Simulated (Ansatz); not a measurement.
# Cl2GaH3Si: basis-set convergence

An exercise on one series of results from a longer session: the logs are not shown, and one member is left open.

Method: one geometry, several basis sets; program: Ansatz 0.2.0, Gaussian basis.

The runs, in order: PBE0-D4/def2-SVP; ωB97M-V/def2-SVP; PBE0-D4/def2-QZVPP; ωB97M-V/def2-QZVPP; the functionals' def2-TZVPP values are taken from earlier runs.

## The relaxed structure

An earlier PBE0-D4 in a triple-zeta def2 set relaxation fixed the geometry.

SMILES `[SiH3][Ga]([Cl])[Cl]`, 7 atoms, charge 0, spin multiplicity 1.

Atoms are counted from 1 here; the program's logs count them from 0.

Bond lengths: Si1–Ga2 2.395 Å, Si1–H5 1.485 Å, Si1–H6 1.483 Å, Si1–H7 1.485 Å, Ga2–Cl3 2.143 Å, Ga2–Cl4 2.141 Å. Angles: Ga2–Si1–H5 108.3°, Ga2–Si1–H6 110.0°, Ga2–Si1–H7 108.5°, H5–Si1–H6 110.2°, H5–Si1–H7 109.6°, H6–Si1–H7 110.2°, Si1–Ga2–Cl3 122.4°, Si1–Ga2–Cl4 124.3°, Cl3–Ga2–Cl4 113.4°.

As a file:

```tsv
atom	x (Å)	y (Å)	z (Å)
Si1	-0.3377	1.0799	-0.2377
Ga2	0.3455	-1.1654	0.2399
Cl3	2.0444	-1.6111	1.4673
Cl4	-0.6544	-2.9112	-0.4935
H5	-0.6867	1.7444	1.0438
H6	-1.5105	1.0712	-1.1457
H7	0.7994	1.7921	-0.8741
```

Set-up of the first run:

The input, in.yaml:

```yaml
crystal:
  periodic: [false, false, false]
  atoms:
    - {symbol: Si, position_ang: [-0.337666, 1.079928, -0.237712]}
    - {symbol: Ga, position_ang: [0.345496, -1.165362, 0.239852]}
    - {symbol: Cl, position_ang: [2.044404, -1.611095, 1.467338]}
    - {symbol: Cl, position_ang: [-0.654390, -2.911240, -0.493492]}
    - {symbol: H, position_ang: [-0.686691, 1.744400, 1.043782]}
    - {symbol: H, position_ang: [-1.510534, 1.071246, -1.145687]}
    - {symbol: H, position_ang: [0.799381, 1.792122, -0.874071]}
basis:
  gaussian: {orbitals: def2-SVP}
hamiltonian: {xc: pbe0, dispersion: d4}
output: {orbitals: {seedname: orbitals}}
```

The run is started by

```bash
$ ansatz run in.yaml --threads 2 --pin off --events-out ev --progress --plain --max-ram 22528MiB --backend cpu
```

Steps of the session up to this table: PBE0-D4 in def2-SVP; ωB97M-V in def2-SVP; PBE0-D4 in def2-QZVPP; ωB97M-V in def2-QZVPP.

One table of the session follows, with a row left open; its other results are not shown here.

It belongs to the step «Density functionals: the series». 

| functional | basis | HOMO (eV) | LUMO (eV) |
| --- | --- | --- | --- |
| PBE0-D4 | def2-SVP | -8.37 | -1.90 |
| PBE0-D4 | def2-TZVPP | -8.42 | -2.04 |
| PBE0-D4 | def2-QZVPP | -8.45 | -2.08 |
| ωB97M-V | def2-SVP | -10.34 | -0.08 |
| ωB97M-V | def2-TZVPP | ? | ? |
| ωB97M-V | def2-QZVPP | -10.48 | -0.35 |

Estimate the missing values for ωB97M-V, def2-TZVPP.

As computed: HOMO (eV): -10.44; LUMO (eV): -0.27. In the column «HOMO (eV)» it lies between ωB97M-V, def2-QZVPP (-10.48) and ωB97M-V, def2-SVP (-10.34).
